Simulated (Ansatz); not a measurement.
**C₂H₅GeSi radical: a ladder of functionals and wavefunction methods**

The task here is to estimate one member of a computed series from the others.

Program: Ansatz 0.2.0, Gaussian basis. Level of theory: functionals in def2-TZVPP, the program's frozen cores in correlated methods. These are calculated values, not measurements.

Plan: LDA (SPW92), PBE-D4, revPBE-D4, BLYP-D4, r2SCAN-D4, B97M-V, PBE0-D4, B3LYP-D4, r2SCANh-D4, r2SCAN0-D4, HSE06-D4, BHLYP-D4, CAM-B3LYP-D4, LC-ωPBE, ωB97X-V, ωB97M-V, B2PLYP, PBE-QIDH; CCSD(T)/def2-SVP; CCSD(T)/def2-TZVPP; MP2/def2-QZVPP; extrapolation to the limit; RPA on PBE.

### The geometry

All runs share one geometry, relaxed beforehand with PBE0-D4 in a triple-zeta def2 set.

9 atoms, charge 0, spin multiplicity 2.

Atoms are counted from 1 here; the program's logs count them from 0.

Bond lengths: Si1–C2 1.801 Å, Si1–H5 1.484 Å, Si1–H6 1.484 Å, C2–C3 1.218 Å, C3–Ge4 1.901 Å, Ge4–H7 1.533 Å, Ge4–H8 1.533 Å, Ge4–H9 1.533 Å. Angles: C2–Si1–H5 111.7°, C2–Si1–H6 111.7°, H5–Si1–H6 112.4°, Si1–C2–C3 174.8°, C2–C3–Ge4 179.2°, C3–Ge4–H7 108.6°, C3–Ge4–H8 108.5°, C3–Ge4–H9 108.5°, H7–Ge4–H8 110.3°, H7–Ge4–H9 110.3°, H8–Ge4–H9 110.5°.

Set-up of the first run:

The input, in.yaml:

```yaml
crystal:
  periodic: [false, false, false]
  atoms:
    - {symbol: Si, position_ang: [0.082094, 2.336532, -1.455874]}
    - {symbol: C, position_ang: [0.032422, 0.807034, -0.505519]}
    - {symbol: C, position_ang: [0.108456, -0.236482, 0.118533]}
    - {symbol: Ge, position_ang: [0.202093, -1.863527, 1.097113]}
    - {symbol: H, position_ang: [-0.734530, 2.241754, -2.691146]}
    - {symbol: H, position_ang: [-0.281929, 3.510563, -0.624708]}
    - {symbol: H, position_ang: [1.629303, -2.414551, 0.994559]}
    - {symbol: H, position_ang: [-0.796592, -2.855513, 0.490478]}
    - {symbol: H, position_ang: [-0.152817, -1.572109, 2.559464]}
basis:
  gaussian: {orbitals: def2-TZVPP}
magnetization: {spin_polarized: true, initial_magnetization: 1}
hamiltonian: {xc: lda}
output: {orbitals: {seedname: orbitals}}
```

Steps of the session up to this table: LDA; PBE-D4 (GGA); revPBE-D4 (GGA); BLYP-D4 (GGA); r2SCAN-D4 (meta-GGA); B97M-V (meta-GGA); PBE0-D4 (hybrid); B3LYP-D4 (hybrid); r2SCANh-D4 (hybrid); r2SCAN0-D4 (hybrid); HSE06-D4 (hybrid); BHLYP-D4 (hybrid); CAM-B3LYP-D4 (range-separated); LC-ωPBE-D4 (range-separated; the results give it without D4); ωB97X-V (range-separated); ωB97M-V (range-separated); B2PLYP (double hybrid); PBE-QIDH (double hybrid).

One table of the session follows, with a row left open; its other results are not shown here.

It belongs to the step «Frontier levels by functional». 

| functional | HOMO (eV) | LUMO (eV) | gap (eV) |
| --- | --- | --- | --- |
| LDA (SPW92) | -5.06 | -4.00 | 1.06 |
| PBE-D4 | -5.08 | -3.58 | 1.50 |
| revPBE-D4 | -5.07 | -3.45 | 1.62 |
| BLYP-D4 | -4.84 | -3.57 | 1.27 |
| r2SCAN-D4 | -5.41 | -3.15 | 2.26 |
| B97M-V | -5.17 | -3.72 | 1.46 |
| PBE0-D4 | -6.12 | -2.69 | 3.44 |
| B3LYP-D4 | ? | ? | ? |
| r2SCANh-D4 | -5.79 | -2.85 | 2.94 |
| r2SCAN0-D4 | -6.37 | -2.41 | 3.96 |
| HSE06-D4 | -5.73 | -3.07 | 2.66 |
| BHLYP-D4 | -6.96 | -1.86 | 5.09 |
| CAM-B3LYP-D4 | -7.25 | -1.78 | 5.47 |
| LC-ωPBE | -8.68 | -0.42 | 8.26 |
| ωB97X-V | -8.15 | -0.93 | 7.22 |
| ωB97M-V | -7.82 | -1.06 | 6.76 |

Estimate the missing values for B3LYP-D4.

Worked estimate for «HOMO (eV)». Against the share of exact exchange, BLYP-D4 (0, -4.84), BHLYP-D4 (0.5, -6.96) give a slope of -4.24 per unit share; at 0.2 the line stands at -5.69.

As computed: HOMO (eV): -5.83; LUMO (eV): -3.04; gap (eV): 2.79. In «HOMO (eV)» the line misses by +0.14.
